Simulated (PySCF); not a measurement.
# C3H6AlFS: the cost of one run

The runs use PySCF 2.14.0, with density-fitted response routines of our own; the level of theory stands in each step. All values are computed, except where a source is named. Atoms are numbered from 0 throughout.

### Step 1. Starting geometry

12 atoms, charge 0, multiplicity 1; geometry from: GFN2-xTB. The atoms were then displaced at random by about 0.01 Å, so the start is not that level's minimum.

Bonds of the start (Å): C0–Al1 1.97, Al1–S2 2.28, S2–C3 1.78, C3–C4 1.32, C4–F5 1.41, C0–H6 1.09, C0–H7 1.07, C0–H8 1.13, Al1–H9 1.54, C3–H10 1.04, C4–H11 1.09.

### Step 2. Optimising the geometry at PBE0-D3(BJ)/def2-SVP

Job settings and geometry (Å):

```
{"job": {"xc": "PBE0", "basis": "def2-SVP", "d3": "d3bj", "grid": 1, "shake": 0.01, "kind": "geom"}, "charge": 0, "multiplicity": 1}
C     -2.273200    -0.531000     0.238810
Al    -0.676160     0.214900    -0.633180
S      0.964560    -1.251600    -1.234390
C      2.206070    -0.268040    -0.425580
C      1.888920     0.631060     0.492180
F      0.536200     0.833980     0.825370
H     -2.196560    -0.648910     1.318350
H     -2.563730    -1.475240    -0.181850
H     -3.150800     0.162960     0.095460
H     -0.436150     1.485860    -1.468640
H      3.191510    -0.462400    -0.681100
H      2.549050     1.280160     1.072260
```

On the command line:

```bash
$ OMP_NUM_THREADS=1 python probes_run.py task.json out
```

This one command runs all jobs of the session in turn.

Q: Estimate the wall time and peak memory of this first job on 1 thread of Arm Neoverse V1, shared host.

About 2.1 min, with a peak of 0.51 GiB.
